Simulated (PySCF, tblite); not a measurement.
# C₄H₁₂BP: geometry, infrared bands and NMR shifts

What infrared bands and NMR shifts should C₄H₁₂BP (`[BH3-][P+](C)(C)C=C`) show?

Computed with tblite 0.8.0 and PySCF 2.14.0, with density-fitted response routines of our own, on a single molecule in the gas phase. Atoms are numbered from 0 throughout.

### Step 1. The molecule as given

18 atoms, charge 0, multiplicity 1; geometry from: force field or distance geometry start.

Bonds of the start (Å): B0–P1 1.90, P1–C2 1.82, P1–C3 1.82, P1–C4 1.79, C4–C5 1.33, B0–H6 1.17, B0–H7 1.18, B0–H8 1.21, C2–H9 1.10, C2–H10 1.10, C2–H11 1.10, C3–H12 1.13, C3–H13 1.09, C3–H14 1.10, C4–H15 1.07, C5–H16 1.08, C5–H17 1.09.

### Step 2. Geometry optimisation with GFN2-xTB

Job settings and geometry (Å):

```
{"job": {"kind": "relax", "xc": "GFN2-xTB", "basis": "xTB"}, "charge": 0, "multiplicity": 1}
B      0.012200    -0.955900     1.603000
P      0.185000    -0.100800    -0.083800
C      1.122100    -1.222600    -1.165000
C      1.175600     1.426700     0.030800
C     -1.427700     0.207300    -0.785400
C     -2.272200     0.985500    -0.115900
H      1.015600    -1.535000     1.792100
H     -0.241900    -0.211000     2.482600
H     -0.848400    -1.792300     1.452500
H      0.731000    -1.034300    -2.174600
H      0.945000    -2.251300    -0.803700
H      2.191300    -0.999200    -1.073800
H      1.953500     1.233600     0.833900
H      0.565600     2.302200     0.249600
H      1.743700     1.571500    -0.899400
H     -1.656600    -0.240900    -1.731700
H     -3.263700     1.237200    -0.461200
H     -1.938900     1.385700     0.838500
```

Launch:

```sh
$ OMP_NUM_THREADS=1 python probes_run.py task.json out
```

One launch serves the whole session: the jobs run in the order shown.

**Question.** This job is followed by: GFN2-xTB harmonic vibrations, gas phase; GIAO PBE0/pcSseg-1 NMR shielding, non-relativistic, gas phase. What will the session give for the following? strongest single infrared mode (GFN2-xTB); zero-point energy (GFN2-xTB); 13C shifts against TMS (PBE0/pcSseg-1, means over atoms taken as alike); 1H shifts against TMS (PBE0/pcSseg-1, means over atoms taken as alike); 11B shifts against BF3·OEt2 (PBE0/pcSseg-1); 31P shifts against H3PO4 (PBE0/pcSseg-1).

The runs gave:

| quantity | value |
| --- | --- |
| strongest single infrared mode (GFN2-xTB) | 1085 cm⁻¹, 198 km/mol |
| zero-point energy (GFN2-xTB) | 90.9 kcal/mol |
| 13C shifts against TMS (PBE0/pcSseg-1, means over atoms taken as alike) | 144.5, 142.6, 18.3 ppm |
| 1H shifts against TMS (PBE0/pcSseg-1, means over atoms taken as alike) | 6.54, 6.52, 6.32, 1.32, 0.76 ppm |
| 11B shifts against BF3·OEt2 (PBE0/pcSseg-1) | -47.5 ppm |
| 31P shifts against H3PO4 (PBE0/pcSseg-1) | -15.0 ppm |

Over 74 steps the energy fell by 0.430 eV; of the close pairs, C3–H12 changed most, 1.135 to 1.089 Å. The lowest mode is imaginary (43i cm⁻¹), so the xTB geometry is not a minimum. The strongest single mode, at 1085 cm⁻¹, moves mainly H6, H8 and H7. Unscaled tight-binding wavenumbers are off by several per cent, some by more. Its intensities can rank the bands wrongly. C4 (alkene CH) lies farthest downfield among carbon, at 144.5 ppm; an sp2 carbon of a C=C bond. At PBE0/pcSseg-1: The widest tensor belongs to C5: span 254 ppm, with a paramagnetic part of -210 ppm.
